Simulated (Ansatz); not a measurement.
# Sr2Sc3: the cost of one run

Method: DFT PBE, scalar-relativistic, plane waves, PAW, in Ansatz 0.2.0.

2 further runs of the same task are left out: 1 that didn't finish, 1 set aside as unsound or not needed.

### 1 Starting point

Symmetry: Pm-3m, No. 221, cubic system. The conventional cell has a = 5.151 Å, b = 5.151 Å, c = 5.151 Å, α = 90.00°, β = 90.00°, γ = 90.00°. Sr (site symmetry m-3m) is surrounded by 6 Sc at 2.58 Å. Sr (site symmetry m-3m) is surrounded by 12 Sc at 3.64 Å. Sc (site symmetry 4/mmm) has 2 Sr at 2.58 Å in its first shell of neighbours.

As a file:

```cif
data_structure
_symmetry_space_group_name_H-M 'Pm-3m'
_symmetry_Int_Tables_number 221
_cell_length_a 5.1515
_cell_length_b 5.1515
_cell_length_c 5.1515
_cell_angle_alpha 90.000
_cell_angle_beta 90.000
_cell_angle_gamma 90.000
_cell_volume 136.71
loop_
_atom_site_label
_atom_site_type_symbol
_atom_site_symmetry_multiplicity
_atom_site_Wyckoff_symbol
_atom_site_fract_x
_atom_site_fract_y
_atom_site_fract_z
_atom_site_occupancy
Sr1 Sr 1 a 0.00000 0.00000 0.00000 1
Sr2 Sr 1 b 0.50000 0.50000 0.50000 1
Sc1 Sc 3 d 0.50000 0.00000 0.00000 1
```

The cell is invented: random cell by space group and Wyckoff sites (Pm-3m, No. 221). Its size is a rough estimate.

### 2 Probe: one point on a coarse mesh

input.yaml

```yaml
crystal:
  lattice:
    - [5.15149908, 0.0, 0.0]
    - [0.0, 5.15149908, 0.0]
    - [0.0, 0.0, 5.15149908]
  atoms:
    - { symbol: Sr, position: [0.0, 0.0, 0.0] }
    - { symbol: Sr, position: [0.5, 0.5, 0.5] }
    - { symbol: Sc, position: [0.5, 0.0, 0.0] }
    - { symbol: Sc, position: [0.0, 0.5, 0.0] }
    - { symbol: Sc, position: [0.0, 0.0, 0.5] }
basis:
  ecutwfc: 420
kpoints:
  mp_grid: { grid: [4, 4, 4] }
hamiltonian:
  xc: pbe
scf:
  occupations: { method: gaussian, width: 0.1 }
  lower_state_search: "off"
output:
  forces: true
  stress: true
  eigenvalues: true
```

The run is started by

```sh
$ ansatz run input.yaml --threads 1 --pin off --max-ram 2560MiB --backend cpu --events-out ev --progress --plain --runs-dir out
```

Q: Estimate wall time and peak memory on 1 thread of AMD EPYC 7B13 (Zen 3), shared host.

About 2.1 s, with a peak of 0.4 GiB.
